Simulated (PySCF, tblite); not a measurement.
# C₅H₈ClOSi radical: geometry, infrared bands and EPR parameters

Aim: predict the infrared bands and EPR parameters of C₅H₈ClOSi radical (`[H]/[C]=C1/[C@@H](O)[C@@]1(Cl)C[SiH3]`).

The runs use tblite 0.8.0 and PySCF 2.14.0, with density-fitted response routines of our own; the level of theory stands in each step. All values are computed, except where a source is named. Atoms are numbered from 0 throughout.

## (1) The molecule as given

16 atoms, charge 0, multiplicity 2; geometry from: force field or distance geometry start.

Bonds of the start (Å): C0–C1 1.32, C1–C2 1.52, C2–O3 1.38, C2–C4 1.50, C4–Cl5 1.78, C4–C6 1.51, C6–Si7 1.88, C4–C1 1.49, C0–H8 1.08, C2–H9 1.10, O3–H10 0.99, C6–H11 1.11, C6–H12 1.10, Si7–H13 1.49, Si7–H14 1.48, Si7–H15 1.45.

## (2) Optimising the geometry with GFN2-xTB

What the job is given:

```
{"job": {"kind": "relax", "xc": "GFN2-xTB", "basis": "xTB"}, "charge": 0, "multiplicity": 2}
C     -2.446100     1.355200    -1.070800
C     -1.568300     0.666200    -0.375000
C     -1.381100    -0.630600     0.403500
O     -1.471600    -1.721900    -0.441300
C     -0.267400     0.359400     0.279400
Cl     0.066400     1.403600     1.677300
C      0.917300     0.094700    -0.615000
Si     2.355200    -0.237000     0.545600
H     -2.113700     2.306800    -1.464900
H     -1.858600    -0.692400     1.390800
H     -2.348500    -2.176300    -0.442400
H      0.771000    -0.782500    -1.277300
H      1.139700     1.020800    -1.163700
H      2.955900    -1.565000     0.239600
H      1.889500    -0.184300     1.953000
H      3.352700     0.792200     0.350000
```

The run is started by

```bash
$ OMP_NUM_THREADS=1 python probes_run.py task.json out
```

One launch serves the whole session: the jobs run in the order shown.

**Question.** This job is followed by: GFN2-xTB harmonic vibrations, gas phase; UKS B3LYP, pcH-1 on C Cl H O Si, non-relativistic, mean-field spin-orbit, GIAO. What will the session give for the following? strongest single infrared mode (GFN2-xTB); zero-point energy (GFN2-xTB); g(iso) (B3LYP); ⟨S²⟩; largest a(iso) (averaged by class); potential on the surface of density 0.002 e/bohr³, 1st and 99th percentile.

As calculated:

```
                                                                  quantity                  value
                                 strongest single infrared mode (GFN2-xTB)  2261 cm⁻¹, 338 km/mol
                                              zero-point energy (GFN2-xTB)          66.4 kcal/mol
                                                            g(iso) (B3LYP)                2.00301
                                                                      ⟨S²⟩     0.760 (exact 0.75)
                                        largest a(iso) (averaged by class)   13C on C0, 251.0 MHz
potential on the surface of density 0.002 e/bohr³, 1st and 99th percentile     -1.00 V and 2.39 V
```

In words: Relaxing lowered the energy by 0.845 eV in 119 steps; the close pair that moved most is C0–C1, from 1.315 to 1.260 Å. All 42 modes are real, so the xTB geometry is a minimum. The strongest single mode, at 2261 cm⁻¹, moves mainly H13. GFN2-xTB is a fitted tight-binding method: band positions and strengths are rough. Its intensities can rank the bands wrongly. C0 carries the largest spin population, 0.88 e. The isotropic g lies 0.7 ppt above the free-electron value. These values are for one conformer; the search (at its own cheap level) found 2 more, at 0.02, 1.76 kcal/mol (those within 0.05 may be mirror or relabelled copies), and measured spectra average over such forms.
